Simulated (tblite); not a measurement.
# C4H12AsBO: the cost of one run

Programs: tblite 0.8.0 and PySCF 2.14.0, with density-fitted response routines of our own. Each step states its level of theory. These are calculated values for one molecule in the gas phase, unless marked as measured. Atoms are numbered from 0 throughout.

## (1) The starting structure

19 atoms, charge 0, multiplicity 1; geometry from: force field or distance geometry start.

Bonds of the start (Å): C0–C1 1.33, C1–C2 1.50, C1–C3 1.47, C3–O4 1.40, O4–B5 1.46, B5–As6 2.04, C0–H7 1.09, C0–H8 1.09, C2–H9 1.13, C2–H10 1.09, C2–H11 1.11, C3–H12 1.12, C3–H13 1.12, B5–H14 1.20, B5–H15 1.19, As6–H16 1.55, As6–H17 1.58, As6–H18 1.58.

## (2) Relaxing the molecule with GFN2-xTB

Job settings and geometry (Å):

```
{"job": {"kind": "relax", "xc": "GFN2-xTB", "basis": "xTB"}, "charge": 0, "multiplicity": 1}
C     -2.082700    -0.042700    -1.977500
C     -1.502200    -0.297000    -0.802800
C     -2.151400    -1.261600     0.141200
C     -0.230300     0.396100    -0.528100
O      0.842000    -0.478500    -0.304600
B      2.087600     0.239300    -0.044500
As     2.382500     0.668800     1.932100
H     -1.591800     0.663200    -2.641200
H     -3.025100    -0.537400    -2.208100
H     -2.669200    -2.089300    -0.434400
H     -1.408600    -1.746100     0.780300
H     -2.984200    -0.788900     0.707300
H     -0.329900     0.996800     0.415600
H      0.009800     1.101300    -1.364200
H      2.200300     1.231300    -0.702600
H      2.980900    -0.491400    -0.354000
H      1.708400    -0.353300     2.889800
H      1.830400     2.123000     2.193100
H      3.923600     0.675800     2.295200
```

Started as:

```console
OMP_NUM_THREADS=1 python probes_run.py task.json out
```

The driver reads the jobs from task.json and runs them one after another.

**Question.** How long does this first job take on 1 thread of Intel Xeon at 2.70GHz, shared host?

About 2.9 s.
